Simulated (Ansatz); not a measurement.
# Na: the cost of one run

Method: DFT PBE, scalar-relativistic, plane waves, PAW, in Ansatz 0.2.0.

1 further run of the same task is left out (set aside as unsound or not needed).

## 1. Starting point

Symmetry: Im-3m, No. 229, cubic system. The conventional cell has a = 4.190 Å, b = 4.190 Å, c = 4.190 Å, α = 90.00°, β = 90.00°, γ = 90.00°. Around Na (site symmetry m-3m) lie 8 Na at 3.63 Å.

As a file:

```
CELL_PARAMETERS angstrom
-2.09491 2.09491 2.09491
2.09491 -2.09491 2.09491
2.09491 2.09491 -2.09491
ATOMIC_POSITIONS crystal
Na 0.00000 0.00000 0.00000
```

It is the result of an earlier relaxation at this level (volume 36.78 Å³/atom; gap on the mesh: none (metal)).

## 2. Static run: bands, density of states and charges

Input file input.yaml:

```yaml
crystal:
  lattice:
    - [-2.0949070445, 2.0949070445, 2.0949070445]
    - [2.0949070445, -2.0949070445, 2.0949070445]
    - [2.0949070445, 2.0949070445, -2.0949070445]
  atoms:
    - { symbol: Na, position: [0.0, 0.0, 0.0] }
basis:
  ecutwfc: 420
kpoints:
  mp_grid: { grid: [14, 14, 14] }
  band_path:
    path:
      - [[0.0, 0.0, 0.0], [0.5, -0.5, 0.5], [0.0, 0.0, 0.5], [0.0, 0.0, 0.0], [0.25, 0.25, 0.25], [0.5, -0.5, 0.5]]
      - [[0.25, 0.25, 0.25], [0.0, 0.0, 0.5]]
    npoints: 14
hamiltonian:
  xc: pbe
scf:
  occupations: { method: gaussian, width: 0.1 }
  n_extra_bands: 6
output:
  forces: true
  stress: true
  eigenvalues: true
  populations: true
  dos: { projected: true, de: 0.02, nscf_kmesh: { grid: [21, 21, 21] } }
  bader: true
  write_density: true
  write_potential: true
  elf: true
  volumetric_format: npy
```

Command:

```bash
> ansatz run input.yaml --threads 1 --pin off --max-ram 2560MiB --backend cpu --events-out ev --progress --plain --runs-dir out
```

**Question.** How long does this run take on 1 thread of Intel Xeon Platinum 8375C at 2.90GHz (Ice Lake), shared host, and how much memory does it need?

About 7.5 s, with a peak of 0.48 GiB.
